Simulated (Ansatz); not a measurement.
What does this script print? It uses the Ansatz DFT code, driven from Python.

`kconv_ru.py`
```python
"""Convergence of Ru with the k-point mesh."""

import warnings

import ansatz as az
from ase import Atoms

warnings.simplefilter("ignore", az.DeckWarning)

atoms = Atoms(
    ["Ru", "Ru"],
    scaled_positions=[
        [1 / 3, 2 / 3, 0.25],
        [2 / 3, 1 / 3, 0.75],
    ],
    cell=[
        [2.7058, 0.0, 0.0],
        [-1.3529, 2.343292, 0.0],
        [0.0, 0.0, 4.2819],
    ],
    pbc=True,
)
structure = az.Crystal.from_ase(atoms)

base = (
    structure.calculation()
    .scf(tolerance=1e-09)
    .basis(420)
    .functional(az.Functional.PBESOL)
    .occupations("Fermi-Dirac", width=0.05)
    .stress()
)

rows = []
for value in [1.0, 0.6, 0.4, 0.3]:
    rep = base.kpoints(spacing=value).run(threads=1, backend="cpu").report
    rows.append((value, rep["free_energy_ev"] / len(rep["lattice"]["sites"]), rep["n_iterations"], sum(rep["stress_gpa"][i][i] for i in range(3)) / 3, rep["n_kpoints"]))

print("spacing (1/A)   F/atom (eV)    iterations       P (GPa)      k-points")
for row in rows:
    print(f"{str(row[0]):>12s}  {row[1]:12.5f}  {row[2]:12d}  {row[3]:12.3f}  {row[4]:12d}")

# differences from the last row
for row in rows[:-1]:
    shift = 1000 * (row[1] - rows[-1][1])
    print(f"{row[0]}: {shift:+.2f} meV/atom" + ("  (within 1 meV)" if abs(shift) < 1 else ""))
```

```console
$ python kconv_ru.py
spacing (1/A)   F/atom (eV)    iterations       P (GPa)      k-points
         1.0   -5816.04586             6         2.462             6
         0.6   -5816.50486             6        -7.085            10
         0.4   -5816.47077             6        -5.712            24
         0.3   -5816.51518             6        -6.484            36
1.0: +469.31 meV/atom
0.6: +10.31 meV/atom
0.4: +44.41 meV/atom
```

Caveats:
- The program warned that this SCF threshold is loose for forces or stresses.
- Pressure is positive in compression.
- Shifts are counted from the finest mesh, which is itself no proven limit.
- The script silences the warnings on its input, which a real study should read.
- Run time: 5.8 s on 1 thread of Arm Neoverse N1 (shared host), peak memory 0.35 GiB.
